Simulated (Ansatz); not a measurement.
This script for the Python package of Ansatz (0.2.0) starts 6 runs on Ti₃Nb, space group Pm-3m. What input does the engine get in each?

The script, `ecut.py`:
```python
import ansatz
from tabulate import tabulate


def main() -> None:
    system = (
        ansatz.Lattice.from_parameters(4.133433, 4.133433, 4.133433, alpha=90.0, beta=90.0, gamma=90.0)
        .atom("Ti", (0.0, 0.5, 0.5))
        .atom("Ti", (0.5, 0.0, 0.5))
        .atom("Ti", (0.5, 0.5, 0.0))
        .atom("Nb", (0.0, 0.0, 0.0))
    )

    calc = system.calculation()
    calc = calc.functional("pbesol")
    calc = calc.kpoints(3, 3, 3, center="monkhorst-pack")
    calc = calc.occupations("Marzari-Vanderbilt", width=0.1).scf(max_iterations=100)

    rows = []
    for value in [300, 400, 500, 600, 700, 800]:
        summary = calc.basis(value).run().report
        rows.append((value, summary["free_energy_ev"] / len(summary["lattice"]["sites"]), summary["n_iterations"], summary["n_pw"]))

    print(tabulate(rows, headers=["cutoff (eV)", "F/atom (eV)", "iterations", "plane waves"], floatfmt=".4f", tablefmt="plain"))

    for row in rows[:-1]:
        shift = 1000 * (row[1] - rows[-1][1])
        print(f"{row[0]}: {shift:+.2f} meV/atom" + ("  (within 2 meV)" if abs(shift) < 2 else ""))


if __name__ == "__main__":
    main()
```

Run 1:
```yaml
crystal:
  lattice:
    a: 4.133433
    b: 4.133433
    c: 4.133433
    alpha: 90.0
    beta: 90.0
    gamma: 90.0
  atoms:
    - { symbol: Ti, position: [0.0, 0.5, 0.5] }
    - { symbol: Ti, position: [0.5, 0.0, 0.5] }
    - { symbol: Ti, position: [0.5, 0.5, 0.0] }
    - { symbol: Nb, position: [0.0, 0.0, 0.0] }
basis:
  ecutwfc: 300.0
kpoints:
  mp_grid:
    grid: [3, 3, 3]
    shift: [0.0, 0.0, 0.0]
hamiltonian:
  xc: pbesol
scf:
  max_iter: 100
  occupations:
    method: cold
    width: 0.1
```

Run 2, against run 1:
```diff
-  ecutwfc: 300.0
+  ecutwfc: 400.0
```

Run 3, against run 1:
```diff
-  ecutwfc: 300.0
+  ecutwfc: 500.0
```

Run 4, against run 1:
```diff
-  ecutwfc: 300.0
+  ecutwfc: 600.0
```

Run 5, against run 1:
```diff
-  ecutwfc: 300.0
+  ecutwfc: 700.0
```

Run 6, against run 1:
```diff
-  ecutwfc: 300.0
+  ecutwfc: 800.0
```

```console
$ python ecut.py
DeckWarning: basis.ecutwfc = 300 eV is below the records' recommended 420 eV, and the density's cutoff is lower with it unless basis.ecutrho_ratio is high enough to keep the records' density cutoff: compare with a run at a higher cutoff
DeckWarning: basis.ecutwfc = 400 eV is below the records' recommended 420 eV, and the density's cutoff is lower with it unless basis.ecutrho_ratio is high enough to keep the records' density cutoff: compare with a run at a higher cutoff
  cutoff (eV)    F/atom (eV)    iterations    plane waves
          300     -2979.0725             6            847
          400     -2979.1821             7           1309
          500     -2979.1828             7           1791
          600     -2979.1830             7           2373
          700     -2979.1832             7           2945
          800     -2979.1833             7           3695
300: +110.87 meV/atom
400: +1.22 meV/atom  (within 2 meV)
500: +0.57 meV/atom  (within 2 meV)
600: +0.29 meV/atom  (within 2 meV)
700: +0.08 meV/atom  (within 2 meV)
```
(Warnings from the package without file and line.)

From 400 eV on it stays within 2 meV an atom of the value at 800 eV; the first row (300 eV) is off by 110.9 meV and the last but one by 0.08 meV. The energy falls steadily, as expected when plane waves are added.

What to keep in mind:
- For a metal this mesh is far too coarse, so the numbers only illustrate the procedure.
- The structure comes from a database of computed cells and needn't be a stable or known phase.
- Shifts are counted from the last row, which is itself no proven limit.
- Finished in 5.9 s on 1 thread of Arm Neoverse V1, on a shared host, peak memory 0.43 GiB.
